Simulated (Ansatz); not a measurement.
# BGePH (quartet): from Hartree-Fock to the top rungs, cc-pVDZ

The task here is to estimate one member of a computed series from the others.

Method: cc-pVDZ, core rule «outside noble gas», up to 20 orbitals frozen; program: Ansatz 0.2.0, Gaussian basis.

The runs, in order: UHF; CCSD(T) on ROHF; CCSD(T) on UHF; BCCD(T) on ROHF; CISD as a restricted active space (open shells left free, so some higher excitations enter); CCSDT(Q) on ROHF; CCSDT(Q) on UHF.

28 further runs of the same task are left out: 11 that didn't finish, 17 set aside as unsound or not needed. Runs told in other sessions of the task aren't counted.

## The system

The geometry is a PBE0/def2-TZVP stationary point (not a proven minimum) of the parent state, kept for this charge and spin. No spin-orbit coupling is included. The filled d shell of Ge may be among the frozen orbitals whatever the setting's name suggests.

4 atoms, charge 0, spin multiplicity 4.

Atoms are counted from 1 here; the program's logs count them from 0.

Bond lengths: B1–Ge2 1.915 Å, B1–H4 1.182 Å, Ge2–P3 2.037 Å. Angles: Ge2–B1–H4 148.7°, B1–Ge2–P3 165.4°.

Set-up of the first run:

Contents of in.yaml:

```yaml
crystal:
  periodic: [false, false, false]
  atoms:
    - {symbol: B, position_ang: [0.000018, -0.243966, 1.173147]}
    - {symbol: Ge, position_ang: [0.000018, 0.105928, -0.709609]}
    - {symbol: P, position_ang: [0.000010, -0.038223, -2.741853]}
    - {symbol: H, position_ang: [-0.000047, 0.176261, 2.278315]}
basis:
  gaussian: {orbitals: cc-pVDZ}
magnetization: {spin_polarized: true, initial_magnetization: 3}
hamiltonian: {xc: hf}
output: {orbitals: {seedname: orbitals}}
```

Started as:

```bash
$ ansatz run in.yaml --threads 1 --pin off --events-out ev --progress --plain --max-ram 2393MiB
```

Steps of the session up to this table: UHF; CCSD(T) on ROHF; CCSD(T) on UHF; BCCD(T) on ROHF; CISD as a restricted active space (open shells left free, so some higher excitations enter); CCSDT(Q) on ROHF; CCSDT(Q) on UHF.

One of the session's tables, all rows but one given; the rest of the session is left out.

| method | from RCCSDT(Q) (kcal/mol) |
| --- | --- |
| ROHF | +179.47 |
| UHF | +171.41 |
| RMP2 | +34.77 |
| UMP2 | +36.72 |
| CISD | +28.26 |
| RCCSD | +10.01 |
| UCCSD | +9.48 |
| RCCSD(T) | ? |
| UCCSD(T) | +2.17 |
| BCCD(T) | +2.10 |
| RCCSDT | +0.70 |
| UCCSDT | +0.63 |
| RCCSDT(Q) | 0 |
| UCCSDT(Q) | -0.08 |

Estimate the missing values for RCCSD(T).

The run gave: from RCCSDT(Q) (kcal/mol): +2.09. In the column «from RCCSDT(Q) (kcal/mol)» it lies between RCCSDT (+0.70) and BCCD(T) (+2.10).

To keep in mind: Restricted and unrestricted rows rest on different reference determinants; a gap between their highest levels can come from leftover correlation error, from unlike frozen cores or from another state.
